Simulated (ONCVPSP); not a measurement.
# Pseudopotential generation for S: ONCV, PBE

Aim: build the potential from the settings below, then test how well it stands in for the atom: other configurations, scattering, ghost states and the plane-wave cutoff that it needs.

The numbers are computed with ONCVPSP 4.0.1 (PBE, scalar-relativistic, spin-unpolarised reference atom).

## (1) Starting point

Typed settings, in words:

```
element                 : sulfur (S, Z = 16)
type                    : optimised norm-conserving Vanderbilt (ONCV)
frozen core             : [He]
valence charge          : 14
reference configuration : 2s2 2p6 3s2 3p4
partial waves           : 2s+3s: rc 0.85 bohr, ncon 4, nbas 7, qcut 16.5 1/bohr, 2 projectors; 2p+3p: rc 0.65 bohr, ncon 4, nbas 7, qcut 18 1/bohr, 2 projectors; d scattering state at 0.24 Ha: rc 0.95 bohr, ncon 5, nbas 8, qcut 10.3 1/bohr, 2 projectors, debl 0.4 Ha
local potential         : polynomial inside 0.45 bohr (lpopt 5, dvloc0 3 Ha)
core correction         : Teter function, fcfact 3, rcfact 1.45
```

## (2) The generation run

The input, S.dat:

```
# ATOM AND REFERENCE CONFIGURATION
# atsym  z   nc   nv     iexc    psfile
  S 16.00    1    4        4      upf
#
#   n    l    f
    1    0    2.00
    2    0    2.00
    2    1    6.00
    3    0    2.00
    3    1    4.00
#
# PSEUDOPOTENTIAL AND OPTIMIZATION
# lmax
    2
#
#   l,   rc,      ep,       ncon, nbas, qcut
    0    0.85    0.00    4    7   16.50
    1    0.65    0.00    4    7   18.00
    2    0.95    0.24    5    8   10.30
#
# LOCAL POTENTIAL
# lloc, lpopt,  rc(5),   dvloc0
    4    5    0.45    3.00
#
# VANDERBILT-KLEINMAN-BYLANDER PROJECTORs
# l, nproj, debl
    0    2    3.90
    1    2    1.70
    2    2    0.40
#
# MODEL CORE CHARGE
# icmod, fcfact, rcfact
    3    3.00    1.45
#
# LOG DERIVATIVE ANALYSIS
# epsh1, epsh2, depsh
   -9.00    5.00    0.04
#
# OUTPUT GRID
# rlmax, drl
    6.00    0.01
#
# TEST CONFIGURATIONS
# ncnf
    4
# nvcnf
#   n    l    f
    4
    2    0    2.00
    2    1    6.00
    3    0    2.00
    3    1    3.00
#
    4
    2    0    2.00
    2    1    6.00
    3    0    2.00
    3    1    2.00
#
    4
    2    0    2.00
    2    1    6.00
    3    0    2.00
    3    1    1.00
#
    4
    2    0    2.00
    2    1    6.00
    3    0    0.00
    3    1    6.00
#
```

Command:

```sh
oncvpsp.x < S.dat > S.out
```

What does the calculation give? Wanted: cutoffs for 1 and 0.1 mHa per electron, occupied waves; bound ghosts; GHOST(+) flags; largest test error; largest phase difference near zero energy, channels read; rms error of d²Exc/dn², without and with the model core.

As calculated:

| quantity | value |
| --- | --- |
| cutoffs for 1 and 0.1 mHa per electron, occupied waves | 156 Ha and 327 Ha |
| bound ghosts | none found |
| GHOST(+) flags | d at 193 eV |
| largest test error (AE − PS) | +9.9 meV, for 2s2 2p6 3s2 3p1 |
| largest phase difference near zero energy, channels read | 0.000 rad |
| rms error of d²Exc/dn², without and with the model core | 1.97 and 2.47 mHa |

By total energies transferability is good: the largest error is 9.9 meV on 68.1 eV, for 2s2 2p6 3s2 3p1. The potential is very hard: the looser tolerance needs 156 Ha. No bound ghost shows below the valence levels. Near zero energy the phases of the channels with partial waves agree within 0.001 rad. The program also flags highly localised states, GHOST(+) (d). All of this concerns the isolated atom, not yet a solid.
